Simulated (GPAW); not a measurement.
Write an ASE script for GPAW 26.7.0 that does the following.

```yaml
Task: single point
Functional: PBE
Potentials_or_basis: GPAW PAW data sets (gpaw-data 1.2.1)
Cutoff: 450 eV
Basis: pw
k_mesh: 6 × 6 × 6
Occupations: fermi-dirac, width 0.05 eV
Spin: no spin polarisation
Maxiter: 120
Convergence: default
```

GaGe3:

```xyz
4
Lattice="0.0000 3.3872 3.3872 3.3872 0.0000 3.3872 3.3872 3.3872 0.0000" Properties=species:S:1:pos:R:3 pbc="T T T"
Ge    3.3872    3.3872    3.3872
Ge    5.0808    5.0808    5.0808
Ge    1.6936    1.6936    1.6936
Ga    0.0000    0.0000    0.0000
```

The cell comes from a database or a generator and needn't be the stable form of this composition.

These files were run (other wordings do the same):

run.py

```python
from ase import Atoms
from ase.dft.bandgap import bandgap
from ase.io import write
from ase.units import GPa
from gpaw import GPAW, PW

atoms = Atoms(['Ge', 'Ge', 'Ge', 'Ga'],
              cell=[[0.0, 3.387167, 3.387167],
                    [3.387167, 0.0, 3.387167],
                    [3.387167, 3.387167, 0.0]],
              scaled_positions=[[0.5, 0.5, 0.5],
                                [0.75, 0.75, 0.75],
                                [0.25, 0.25, 0.25],
                                [0.0, 0.0, 0.0]],
              pbc=True)

calc = GPAW(mode=PW(450),
            xc='PBE',
            kpts={'size': (6, 6, 6), 'gamma': True},
            occupations={'name': 'fermi-dirac', 'width': 0.05},
            nbands=18,
            maxiter=120,
            txt='gpaw.txt')
atoms.calc = calc
energy = atoms.get_potential_energy()
forces = atoms.get_forces()
stress = atoms.get_stress()
calc.write('gs.gpw')
write('result.traj', atoms)
print(f'Energy: {energy:.6f} eV')
print('Forces (eV/A):')
print(forces.round(4))
print('Stress (GPa):', (stress / GPa).round(3))
print('Fermi level:', round(calc.get_fermi_level(), 4), 'eV')
print(f'Gap: {bandgap(calc)[0]:.4f} eV, direct: {bandgap(calc, direct=True)[0]:.4f} eV')
```

Potentials or basis: GPAW PAW data sets (gpaw-data 1.2.1), pw.

The run is started by

```console
$ OMP_NUM_THREADS=1 python run.py
```

Results of the run:

* Pressure: 0.2 GPa
* Band gap on the k mesh: none (metal or under the smearing width)

Caveat: the cutoff is short for stress and forces, so pressures can be off by a GPa or more.

Run time: 16 s on 1 thread of Arm Neoverse N1, with other jobs on the host, peak memory 0.15 GiB.
